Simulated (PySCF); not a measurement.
# A diatomic session: MgSn

Aim: find the lowest electronic state of MgSn, scan its bond at several levels of theory, and get bond length, wavenumber and dissociation energy from each curve.

Computed with PySCF 2.14.0. Level: Mg def2-SVP, Sn def2-SVP with ECP28, scalar-relativistic core potentials.

### 1 Input

A driver script around PySCF takes these settings:

```json
{
 "atoms": "Mg, Sn",
 "charge": "0",
 "basis": "Mg def2-SVP, Sn def2-SVP with ECP28",
 "Hamiltonian": "scalar-relativistic core potentials",
 "basis functions": "44",
 "electrons treated": "34",
 "masses in u": "23.9850, 119.9022",
 "levels": "PBE0, PBE, r²SCAN, LDA, TPSS, MN15, LC-ωPBE, HF, MP2, SCS-MP2, CCSD, CCSD(T)",
 "grid": "80 radial by 434 angular points",
 "occupations": "held fixed by the projection of orbital angular momentum",
 "dissociation limit": "Mg + Sn, each in its ground configuration",
 "starting distance in angstrom": "2.705",
 "values of 2S to try": "0, 2"
}
```

Command:

```
$ OMP_NUM_THREADS=1 python dia.py task.json out
```

Further steps of the session: PBE0 along the bond; Other states along the same grid; PBE (GGA); r²SCAN (meta-GGA); LDA; TPSS (meta-GGA); MN15 (hybrid meta-GGA); LC-ωPBE (range-separated hybrid); ROHF; Adding correlation.

Q: Predict the outcome of this session. Wanted: for each run, Re; ωe; De; μ.

As calculated:

Lowest PBE0 solution found, without spin–orbit coupling: ³Σ⁻ (triplet), unpaired electrons π ↑↑. State 2 has its PBE0 minimum 0.28 eV higher, as a spin-mixed determinant (⟨S²⟩ = 1.01), so this is no gap between pure states. State 3 has its PBE0 minimum 0.53 eV higher. State 4 has its PBE0 minimum 0.66 eV higher, as a spin-mixed determinant (⟨S²⟩ = 1.02), so this is no gap between pure states. The other levels ran on the lowest alone.

```
       level  Re (Å)  ωe (cm⁻¹)  De (eV)  μ (D)
        ROHF   3.050      115.5    0.180  -3.04
    ROHF-MP2   2.789      216.3     0.68    n/a
ROHF-SCS-MP2   2.829      196.8     0.54    n/a
   ROHF-CCSD   2.842      200.5     0.58    n/a
ROHF-CCSD(T)   2.819      212.7     0.69    n/a
         LDA   2.714      240.3     1.31  -2.82
         PBE   2.779      221.1     1.02  -2.67
        TPSS   2.773      223.7     1.00  -2.77
      r²SCAN   2.753      233.2     1.10  -3.04
        PBE0   2.780      219.0     0.92  -2.97
        MN15   2.785      213.2     0.98  -3.11
     LC-ωPBE   2.774      220.4     0.76  -3.15
```

De is counted to Mg + Sn in their ground configurations. A positive dipole means Mg(−)Sn(+). ⟨S²⟩ is off the pure value of 2.00 by over a tenth at LC-ωPBE 2.36.

In words: The methods spread over 0.336 Å in bond length, from LDA to ROHF. CCSD(T) can't serve as the judge here: for a weak bond in this basis it is far from its limit. Of the levels with a De here, ROHF gives the least (0.180 eV) and LDA the most (1.31 eV).

Correlated steps freeze 5 core orbitals. These are scalar-relativistic numbers at best; spin–orbit coupling would shift them, the dissociation energy most.
